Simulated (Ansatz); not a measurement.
# ClFGeH₃In: a ladder of functionals and wavefunction methods

One table from this session's results is given with a row withheld; the runs are named, their logs left out.

Method: functionals in def2-TZVPP, the program's frozen cores in correlated methods; program: Ansatz 0.2.0, Gaussian basis.

The runs, in order: LDA (SPW92), PBE-D4, revPBE-D4, BLYP-D4, r2SCAN-D4, B97M-V, PBE0-D4, B3LYP-D4, r2SCANh-D4, r2SCAN0-D4, HSE06-D4, BHLYP-D4, CAM-B3LYP-D4, LC-ωPBE, ωB97X-V, ωB97M-V, B2PLYP, PBE-QIDH; CCSD(T)/def2-SVP; CCSD(T)/def2-TZVPP; MP2/def2-QZVPP; extrapolation to the limit; RPA on PBE.

## The relaxed structure

An earlier PBE0-D4 in a triple-zeta def2 set relaxation fixed the geometry. In takes the def2 core potential; no spin-orbit term is included.

SMILES `[F][In]([Cl])[GeH3]`, 7 atoms, charge 0, spin multiplicity 1.

Atoms are counted from 1 here; the program's logs count them from 0.

Bond lengths: F1–In2 1.948 Å, In2–Cl3 2.321 Å, In2–Ge4 2.579 Å, Ge4–H5 1.534 Å, Ge4–H6 1.533 Å, Ge4–H7 1.532 Å. Angles: F1–In2–Cl3 108.5°, F1–In2–Ge4 122.1°, Cl3–In2–Ge4 129.4°, In2–Ge4–H5 108.0°, In2–Ge4–H6 108.6°, In2–Ge4–H7 109.1°, H5–Ge4–H6 110.1°, H5–Ge4–H7 110.4°, H6–Ge4–H7 110.6°.

Set-up of the first run:

in.yaml

```yaml
crystal:
  periodic: [false, false, false]
  atoms:
    - {symbol: F, position_ang: [-0.120327, -2.369574, 1.648674]}
    - {symbol: In, position_ang: [0.697990, -0.864093, 0.722281]}
    - {symbol: Cl, position_ang: [2.985604, -0.913909, 1.111858]}
    - {symbol: Ge, position_ang: [-0.690110, 0.804732, -0.670877]}
    - {symbol: H, position_ang: [-1.212084, 0.068467, -1.910697]}
    - {symbol: H, position_ang: [-1.864457, 1.295997, 0.183157]}
    - {symbol: H, position_ang: [0.203382, 1.978390, -1.084397]}
basis:
  gaussian: {orbitals: def2-TZVPP}
hamiltonian: {xc: lda}
output: {orbitals: {seedname: orbitals}}
```

Run with:

```
$ ansatz run in.yaml --threads 4 --pin off --events-out ev --progress --plain --max-ram 10444MiB
```

Steps of the session up to this table: LDA; PBE-D4 (GGA); revPBE-D4 (GGA); BLYP-D4 (GGA); r2SCAN-D4 (meta-GGA); B97M-V (meta-GGA); B3LYP-D4 (hybrid); r2SCANh-D4 (hybrid); r2SCAN0-D4 (hybrid); HSE06-D4 (hybrid); BHLYP-D4 (hybrid); CAM-B3LYP-D4 (range-separated); LC-ωPBE (range-separated); ωB97X-V (range-separated); ωB97M-V (range-separated); B2PLYP (double hybrid); PBE-QIDH (double hybrid).

One of the session's tables, all rows but one given; the rest of the session is left out.

It belongs to the step «Frontier levels by functional». 

```
  functional  HOMO (eV)  LUMO (eV)  gap (eV)
 LDA (SPW92)      -7.43      -3.02      4.41
      PBE-D4      -7.26      -2.71      4.54
   revPBE-D4      -7.19      -2.59      4.59
     BLYP-D4      -7.10      -2.69      4.41
   r2SCAN-D4      -7.58      -2.48      5.10
      B97M-V      -7.63      -2.68      4.94
     PBE0-D4      -8.48      -1.96      6.52
    B3LYP-D4      -8.25      -2.21      6.04
  r2SCANh-D4      -8.03      -2.23      5.80
  r2SCAN0-D4      -8.69      -1.88      6.82
    HSE06-D4      -8.09      -2.32      5.77
    BHLYP-D4          ?          ?         ?
CAM-B3LYP-D4      -9.72      -1.11      8.61
     LC-ωPBE     -10.99       0.01     11.00
     ωB97X-V     -10.66      -0.14     10.53
     ωB97M-V     -10.52      -0.36     10.15
```

Estimate the missing values for BHLYP-D4.

Worked estimate for «HOMO (eV)». Against the share of exact exchange, BLYP-D4 (0, -7.10), B3LYP-D4 (0.2, -8.25) give a slope of -5.75 per unit share; at 0.5 the line stands at -9.97.

**Answer.** HOMO (eV): -9.51; LUMO (eV): -1.31; gap (eV): 8.19. In «HOMO (eV)» the line misses by -0.46.
